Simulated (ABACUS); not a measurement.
Crystal: Ta3AsAu2O13.

```
CELL_PARAMETERS angstrom
5.45204 0.00000 0.00000
-2.72602 4.72161 0.00000
0.00000 0.00000 9.57902
ATOMIC_POSITIONS crystal
Au 0.33333 0.66667 0.27428
Au 0.33333 0.66667 0.72572
Ta 0.00000 0.00000 0.19408
Ta 0.00000 0.00000 0.80592
Ta 0.66667 0.33333 0.00000
As 0.00000 0.00000 0.50000
O 0.00000 0.00000 0.00000
O 0.23947 0.97129 0.36402
O 0.02871 0.26818 0.36402
O 0.73182 0.76053 0.36402
O 0.23947 0.97129 0.63598
O 0.02871 0.26818 0.63598
O 0.73182 0.76053 0.63598
O 0.38452 0.33425 0.85844
O 0.66575 0.05026 0.85844
O 0.94974 0.61548 0.85844
O 0.38452 0.33425 0.14156
O 0.66575 0.05026 0.14156
O 0.94974 0.61548 0.14156
```

The cell was built by a generator and needn't be a form met in nature.

Base run:

- Program: ABACUS 3.10.1
- Functional: PBE
- Potentials or basis: PseudoDojo NC SR 0.4.1 PBE standard
- Cutoff: 1143 eV
- Density cutoff: 4572 eV
- Basis: plane waves
- k mesh: 4 × 4 × 2
- Occupations: fermi-dirac, width 0.05 eV
- Spin: no spin polarisation

Its results: band gap on the k mesh none (metal or under the smearing width); pressure -0.9 GPa; largest force 0.193 eV/Å.

**Question.** The run is repeated on the same cell with these changes: potentials or basis from PseudoDojo NC SR 0.4.1 PBE standard to SPMS ONCV 1.0 PBE; cutoff from 1143 eV to 1361 eV; density cutoff from 4572 eV to 5442 eV; basis from plane waves to DZP LCAO (the cutoffs set its grid). What comes out?

**Answer.** Band gap on the k mesh none (metal or under the smearing width); pressure 1.8 GPa; largest force 0.470 eV/Å.

Caveats: there are fewer bands than atomic start orbitals, so a level may be missed at k points of high symmetry (some runs); the atomic orbitals were generated for these runs and aren't a published set (some runs); the basis of atomic orbitals isn't converged, which shifts pressures, moduli and gaps (some runs).

Not every run made on this cell is shown here.
